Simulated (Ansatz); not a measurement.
This script makes an atomisation energy of AlH5NOSi, SMILES [NH2][Al][O][SiH3] with Ansatz 0.2.0, Python API.

`alh5nosi.py`
```python
"""Energy to split AlH5NOSi into its atoms."""

from collections import Counter

import ansatz as az


def single_point(molecule, charge=0, unpaired=0):
    calc = (
        molecule.calculation()
        .basis(gaussian="cc-pVDZ")
        .functional("r2scan")
    )
    if charge:
        calc = calc.charge(charge)
    if unpaired:
        calc = calc.spin("collinear", total=unpaired)
    return calc.run(threads=1).report["free_energy_ev"]


def main() -> None:
    geometry_ang = [
        ("N", (-0.5517, 1.8658, -1.1435)),
        ("Al", (0.4989, 0.3526, -1.2792)),
        ("O", (-0.0987, -1.2288, -0.5584)),
        ("Si", (0.5661, -1.2025, 1.0774)),
        ("H", (-0.8543, 2.1707, -2.1496)),
        ("H", (-1.4816, 1.634, -0.6786)),
        ("H", (-0.0658, -0.0744, 1.8159)),
        ("H", (2.0005, -1.1247, 1.1126)),
        ("H", (0.0751, -2.439, 1.7864)),
    ]
    alh5nosi = az.Crystal.molecule()
    for symbol, xyz in geometry_ang:
        alh5nosi = alh5nosi.atom(symbol, xyz)

    # Hund ground states
    unpaired = {"N": 3, "Al": 1, "O": 2, "Si": 2, "H": 1}
    counts = Counter(site.symbol for site in alh5nosi.cartesian_sites)
    atom_energy = {s: single_point(az.Crystal.molecule().atom(s, (0, 0, 0)), 0, unpaired[s]) for s in counts}
    whole = single_point(alh5nosi, 0, 1)
    for s, e in atom_energy.items():
        print(f"{s:2s} x{counts[s]}  {e:14.5f} eV")
    print(f"AlH5NOSi: {whole:.5f} eV")
    split = sum(counts[s] * e for s, e in atom_energy.items()) - whole
    print(f"atomisation energy (no zero-point term): {23.060548 * split:.1f} kcal/mol, {split / sum(counts.values()):.3f} eV an atom")


if __name__ == "__main__":
    main()
```

What does it cost to take this molecule apart into atoms?

668.1 kcal/mol from the electronic energies, without the zero-point term.

The output:

```console
$ python alh5nosi.py
N  x1     -1484.86654 eV
Al x1     -6594.06165 eV
O  x1     -2041.73156 eV
Si x1     -7873.31099 eV
H  x5       -13.58415 eV
AlH5NOSi: -18090.86097 eV
atomisation energy (no zero-point term): 668.1 kcal/mol, 3.219 eV an atom
```

Caveats:
- Total energies depend on the basis set; only differences at equal settings carry meaning.
- The geometry is a force-field or estimated start, not a minimum of this method, and the basis set is short of its limit. All parts are taken at fixed geometry, without zero-point energy.
- The species is open-shell (spin multiplicity 2).
- For Al to Cl the sets with a tight d function, cc-pV(X+d)Z, are usual.
- Timing: 17 s on 1 thread of Arm Neoverse V1 (shared host), peak memory 0.26 GiB.

(Lines on the test bed's own set-up are left out of the output.)
